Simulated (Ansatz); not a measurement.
# C2H8GeO2Si: up Jacob's ladder to CCSD(T)

The task here is to estimate one member of a computed series from the others.

Computed with Ansatz 0.2.0, Gaussian basis. Level: functionals in def2-TZVPP, the program's frozen cores in correlated methods.

The runs, in order: PBE-D4, r2SCAN-D4, PBE0-D4, B3LYP-D4, ωB97X-V, ωB97M-V, B2PLYP; CCSD(T)/def2-TZVPP; MP2/def2-QZVPP; extrapolation to the limit.

## Structure used throughout

An earlier PBE0-D4 in a triple-zeta def2 set relaxation fixed the geometry.

SMILES `O[SiH](O)/C=[CH]\[GeH3]`, 14 atoms, charge 0, spin multiplicity 1.

Atoms are counted from 1 here; the program's logs count them from 0.

Bond lengths: O1–Si2 1.646 Å, O1–H7 0.958 Å, Si2–O3 1.639 Å, Si2–C4 1.849 Å, Si2–H8 1.491 Å, O3–H9 0.958 Å, C4–C5 1.335 Å, C4–H10 1.091 Å, C5–Ge6 1.953 Å, C5–H11 1.090 Å, Ge6–H12 1.535 Å, Ge6–H13 1.538 Å, Ge6–H14 1.541 Å. Angles: Si2–O1–H7 117.3°, O1–Si2–O3 112.4°, O1–Si2–C4 109.2°, O1–Si2–H8 107.2°, O3–Si2–C4 104.5°, O3–Si2–H8 110.1°, C4–Si2–H8 113.6°, Si2–O3–H9 118.3°, Si2–C4–C5 126.0°, Si2–C4–H10 116.3°, C5–C4–H10 117.8°, C4–C5–Ge6 127.8°, C4–C5–H11 118.2°, Ge6–C5–H11 114.0°, C5–Ge6–H12 112.0°, C5–Ge6–H13 111.7°, C5–Ge6–H14 106.8°, H12–Ge6–H13 109.7° and more.

The first run:

in.yaml reads:

```yaml
crystal:
  periodic: [false, false, false]
  atoms:
    - {symbol: O, position_ang: [-0.051825, -1.742748, 0.027270]}
    - {symbol: Si, position_ang: [0.659171, -0.755950, -1.082223]}
    - {symbol: O, position_ang: [2.170971, -1.249541, -1.478863]}
    - {symbol: C, position_ang: [0.900672, 0.919960, -0.339476]}
    - {symbol: C, position_ang: [0.135182, 1.478391, 0.600721]}
    - {symbol: Ge, position_ang: [-1.462647, 0.735077, 1.442299]}
    - {symbol: H, position_ang: [-0.836773, -2.217900, -0.246885]}
    - {symbol: H, position_ang: [-0.211952, -0.752973, -2.292705]}
    - {symbol: H, position_ang: [2.273236, -2.097019, -1.913085]}
    - {symbol: H, position_ang: [1.755215, 1.491851, -0.705060]}
    - {symbol: H, position_ang: [0.399726, 2.475006, 0.955339]}
    - {symbol: H, position_ang: [-1.115131, -0.222189, 2.590639]}
    - {symbol: H, position_ang: [-2.359852, 0.014966, 0.421218]}
    - {symbol: H, position_ang: [-2.255994, 1.923068, 2.020822]}
basis:
  gaussian: {orbitals: def2-TZVPP}
hamiltonian: {xc: pbe, dispersion: d4}
output: {forces: true, orbitals: {seedname: orbitals}}
```

The run is started by

```sh
> ansatz run in.yaml --threads 2 --pin off --events-out ev --progress --plain --max-ram 22528MiB --backend cuda --devices 0, --max-vram 18GiB
```

Among the steps run: PBE-D4 (GGA); r2SCAN-D4 (meta-GGA); PBE0-D4 (hybrid); B3LYP-D4 (hybrid); ωB97X-V (range-separated); ωB97M-V (range-separated); B2PLYP (double hybrid); CCSD(T) in def2-TZVPP; MP2 in def2-QZVPP.

One table of the session follows, with a row left open; its other results are not shown here.

| method | atomisation energy (eV) |
| --- | --- |
| PBE-D4 | 54.077 |
| r2SCAN-D4 | 53.626 |
| PBE0-D4 | 53.182 |
| B3LYP-D4 | 53.332 |
| ωB97X-V | 53.672 |
| ωB97M-V | 53.563 |
| B2PLYP | 52.878 |
| HF/def2-TZVPP | 38.758 |
| MP2/def2-TZVPP | 53.221 |
| CCSD/def2-TZVPP | 51.615 |
| CCSD(T)/def2-TZVPP | 52.418 |
| MP2/CBS | 54.587 |
| CCSD(T)/CBS | ? |

**Question.** Estimate the row for CCSD(T)/CBS.

**Answer.** atomisation energy (eV): 53.784. In the column «atomisation energy (eV)» it lies between ωB97X-V (53.672) and PBE-D4 (54.077).

Caveats from the session: Free atoms (2 O, 1 Si, 2 C, 1 Ge, 8 H) were run apart at each level; the atomisation energy is their sum less the molecule, without zero-point or spin-orbit terms.
